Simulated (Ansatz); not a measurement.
# Ta2O5: the cost of one run

Method: DFT PBEsol, scalar-relativistic, plane waves, PAW, in Ansatz 0.2.0.

2 further runs of the same task are left out: 2 set aside as unsound or not needed.

**1. The system as given**

Symmetry: Pmmm, No. 47, orthorhombic system. The conventional cell has a = 3.670 Å, b = 3.859 Å, c = 6.433 Å, α = 90.00°, β = 90.00°, γ = 90.00°. Ta (site symmetry mmm) is surrounded by 6 O at 1.93 to 2.17 Å. Ta (site symmetry mmm) has 6 O at 1.84 to 2.06 Å as nearest neighbours. O (site symmetry mm2) has 3 Ta at 2.06 to 2.17 Å as nearest neighbours. O (site symmetry mmm) has 2 Ta at 1.93 Å as nearest neighbours. Around O (site symmetry mmm) lie 2 Ta at 1.84 Å.

Coordinates:

```cif
data_structure
_symmetry_space_group_name_H-M 'Pmmm'
_symmetry_Int_Tables_number 47
_cell_length_a 3.6700
_cell_length_b 3.8590
_cell_length_c 6.4332
_cell_angle_alpha 90.000
_cell_angle_beta 90.000
_cell_angle_gamma 90.000
_cell_volume 91.11
loop_
_atom_site_label
_atom_site_type_symbol
_atom_site_symmetry_multiplicity
_atom_site_Wyckoff_symbol
_atom_site_fract_x
_atom_site_fract_y
_atom_site_fract_z
_atom_site_occupancy
Ta1 Ta 1 d 0.50000 0.00000 0.50000 1
Ta2 Ta 1 a 0.00000 0.00000 0.00000 1
O1 O 2 q 0.00000 0.00000 0.32074 1
O2 O 1 h 0.50000 0.50000 0.50000 1
O3 O 1 b 0.50000 0.00000 0.00000 1
O4 O 1 e 0.00000 0.50000 0.00000 1
```

This cell was relaxed beforehand with the same method: volume 13.02 Å³/atom, gap on the mesh 0.32 eV.

**2. Bands, states and charges**

Input file input.yaml:

```yaml
crystal:
  lattice:
    - [3.6700253216, 0.0, 0.0]
    - [0.0, 3.859029331, 0.0]
    - [0.0, 0.0, 6.4332389275]
  atoms:
    - { symbol: Ta, position: [0.5, 0.0, 0.5] }
    - { symbol: Ta, position: [0.0, 0.0, 0.0] }
    - { symbol: O, position: [0.0, 0.0, 0.3207405702] }
    - { symbol: O, position: [0.0, 0.0, 0.6792594298] }
    - { symbol: O, position: [0.5, 0.5, 0.5] }
    - { symbol: O, position: [0.5, 0.0, 0.0] }
    - { symbol: O, position: [0.0, 0.5, 0.0] }
basis:
  ecutwfc: 420
kpoints:
  mp_grid: { grid: [10, 10, 6] }
  band_path:
    path:
      - [[0.0, 0.0, 0.0], [0.5, 0.0, 0.0], [0.5, 0.5, 0.0], [0.0, 0.5, 0.0], [0.0, 0.0, 0.0], [0.0, 0.0, 0.5], [0.5, 0.0, 0.5], [0.5, 0.5, 0.5], [0.0, 0.5, 0.5], [0.0, 0.0, 0.5]]
      - [[0.5, 0.0, 0.0], [0.5, 0.0, 0.5]]
      - [[0.0, 0.5, 0.0], [0.0, 0.5, 0.5]]
      - [[0.5, 0.5, 0.0], [0.5, 0.5, 0.5]]
    npoints: 14
hamiltonian:
  xc: pbesol
scf:
  occupations: { method: gaussian, width: 0.02 }
  n_extra_bands: 17
output:
  forces: true
  stress: true
  eigenvalues: true
  populations: true
  dos: { projected: true, de: 0.02, nscf_kmesh: { grid: [15, 15, 9] } }
  bader: true
  write_density: true
  write_potential: true
  elf: true
  volumetric_format: npy
```

Started as:

```bash
ansatz run input.yaml --threads 2 --pin off --max-ram 5120MiB --backend cpu --events-out ev --progress --plain --runs-dir out
```

**Question.** How long does this run take on 2 threads of Intel Xeon Platinum 8259CL at 2.50GHz (Skylake/Cascade Lake), shared host, and how much memory does it need?

About 96 s, with a peak of 1 GiB.
